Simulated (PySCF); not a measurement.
FNa, in a box:

```
F Na
1.0
    11.00000    0.00000    0.00000
     0.00000   10.00000    0.00000
     0.00000    0.00000   10.00000
F Na
1 1
Direct
  0.42674 0.52912 0.46096
  0.57562 0.47508 0.54585
```

Base run:

| Property | Result |
| --- | --- |
| Program | PySCF 2.14.0 |
| Functional | B3LYP |
| Dispersion | D3 |
| Potentials or basis | pob-tzvp-rev2 (all-electron) |
| k mesh | 1 × 1 × 1 |
| Occupations | fixed |
| Spin | no spin polarisation |

Its results: gap between the frontier levels 6.23 eV.

**Question.** The run is repeated on the same cell with these changes: functional from B3LYP to HSE03. What comes out?

**Answer.** Gap between the frontier levels 6.34 eV.

Caveats: this is a molecule in a periodic box at the Γ point, so its band gap is the HOMO-LUMO gap; the basis of atomic orbitals isn't converged, which shifts pressures, moduli and gaps; this program's HSE differs a little from the usual definition (some runs).

